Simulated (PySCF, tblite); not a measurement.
# C7H11B: geometry, infrared bands and NMR shifts

What infrared bands and NMR shifts should C7H11B (`B[C@@H](C#C)C(=C)CC`) show?

The runs use tblite 0.8.0 and PySCF 2.14.0, with density-fitted response routines of our own; the level of theory stands in each step. All values are computed, except where a source is named. Atoms are numbered from 0 throughout.

## (1) The molecule as given

19 atoms, charge 0, multiplicity 1; geometry from: force field or distance geometry start.

Bonds of the start (Å): B0–C1 1.57, C1–C2 1.47, C2–C3 1.21, C1–C4 1.47, C4–C5 1.33, C4–C6 1.48, C6–C7 1.50, B0–H8 1.20, B0–H9 1.18, C1–H10 1.13, C3–H11 1.06, C5–H12 1.07, C5–H13 1.10, C6–H14 1.12, C6–H15 1.09, C7–H16 1.11, C7–H17 1.10, C7–H18 1.11.

## (2) Optimising the geometry with GFN2-xTB

What the job is given:

```
{"job": {"kind": "relax", "xc": "GFN2-xTB", "basis": "xTB"}, "charge": 0, "multiplicity": 1}
B     -2.422400     0.610600     0.317700
C     -0.955400     0.164700     0.652900
C     -0.828900    -1.299500     0.635100
C     -0.765200    -2.506800     0.603600
C      0.067700     0.759300    -0.214600
C     -0.360600     1.510000    -1.231200
C      1.531900     0.592200    -0.071900
C      1.981700    -0.841500    -0.153600
H     -3.272100    -0.115200     0.752000
H     -2.636000     1.764400     0.165300
H     -0.694500     0.441300     1.715000
H     -0.720300    -3.566300     0.592000
H     -1.389100     1.718000    -1.442900
H      0.393600     1.959300    -1.891900
H      1.773000     1.020500     0.939500
H      2.019700     1.239600    -0.801200
H      1.358700    -1.307100    -0.948700
H      1.855800    -1.304500     0.834200
H      3.052500    -0.829900    -0.458800
```

On the command line:

```
> OMP_NUM_THREADS=1 python probes_run.py task.json out
```

This one command runs all jobs of the session in turn.

**Question.** This job is followed by: GFN2-xTB harmonic vibrations, gas phase; GIAO PBE0/pcSseg-1 NMR shielding, non-relativistic, gas phase. Predict these results of the whole session: strongest single infrared mode (GFN2-xTB); zero-point energy (GFN2-xTB); ¹³C shifts against TMS (PBE0/pcSseg-1); ¹H shifts against TMS (PBE0/pcSseg-1, means over atoms taken as alike); ¹¹B shifts against BF3·OEt2 (PBE0/pcSseg-1).

As calculated:

| quantity | value |
| --- | --- |
| strongest single infrared mode (GFN2-xTB) | 854 cm⁻¹, 124 km/mol |
| zero-point energy (GFN2-xTB) | 95.9 kcal/mol |
| ¹³C shifts against TMS (PBE0/pcSseg-1) | 156.0, 121.5, 92.6, 74.2, 40.5, 35.1, 16.6 ppm |
| ¹H shifts against TMS (PBE0/pcSseg-1, means over atoms taken as alike) | 7.37, 5.54, 5.45, 3.06, 2.36, 2.16, 1.60, 1.25 ppm |
| ¹¹B shifts against BF3·OEt2 (PBE0/pcSseg-1) | 84.2 ppm |

Over 175 steps the energy fell by 0.704 eV; of the close pairs, C1–C4 changed most, 1.467 to 1.519 Å. The lowest mode is imaginary (64i cm⁻¹), so the xTB geometry is not a minimum. The strongest single mode, at 854 cm⁻¹, has its largest shares on H8, C1, B0 and H9 (the list is cut at 4 atoms). GFN2-xTB is a fitted tight-binding method: band positions and strengths are rough. Its intensities can rank the bands wrongly. C4 (fully substituted alkene carbon) lies farthest downfield among carbon, at 156.0 ppm; as expected for a trigonal carbon in a double bond. At PBE0/pcSseg-1: The largest span, 309 ppm, is at C2, where the paramagnetic term is -166 ppm.
